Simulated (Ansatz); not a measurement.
# CHGaSi: the cost of one run

Method: the settings change from run to run; program: Ansatz 0.2.0, Gaussian basis.

30 further runs of the same task are left out: 2 for a mislabelled method, 2 for a known fault of the program, 19 that didn't finish, 7 set aside as unsound or not needed.

### 1 The geometry

The geometry derives from a PBE0/def2-TZVP stationary point (not a proven minimum). One bond is set to the value named and the two fragments are kept rigid. No spin-orbit coupling is included. The filled d shell of Ga may be among the frozen orbitals whatever the setting's name suggests; the logs give the count.

4 atoms, charge 0, spin multiplicity 3.

Atoms are counted from 1 here; the program's logs count them from 0.

Bond lengths: C1–Ga2 1.917 Å, Si3–H4 1.540 Å.

### 2 BCCD on ROHF/cc-pVDZ

in.yaml

```yaml
crystal:
  periodic: [false, false, false]
  atoms:
    - {symbol: C, position_ang: [0.000000, -0.307782, 3.017193]}
    - {symbol: Ga, position_ang: [0.000000, -0.332205, 1.100230]}
    - {symbol: Si, position_ang: [0.000000, -0.442857, -2.161893]}
    - {symbol: H, position_ang: [0.000000, 1.082844, -1.955530]}
basis:
  gaussian: {orbitals: cc-pVDZ}
magnetization: {spin_polarized: false, initial_magnetization: 2}
correlation: {method: bccd, electrons: outside_noble_gas}
output: {forces: true}
```

Started as:

```sh
> ansatz run in.yaml --threads 1 --pin off --events-out ev --progress --plain --max-ram 2393MiB
```

**Question.** How long does this run take on 1 thread of Arm Neoverse V2, shared host, and how much memory does it need?

About 76 s, with a peak of 0.3 GiB.
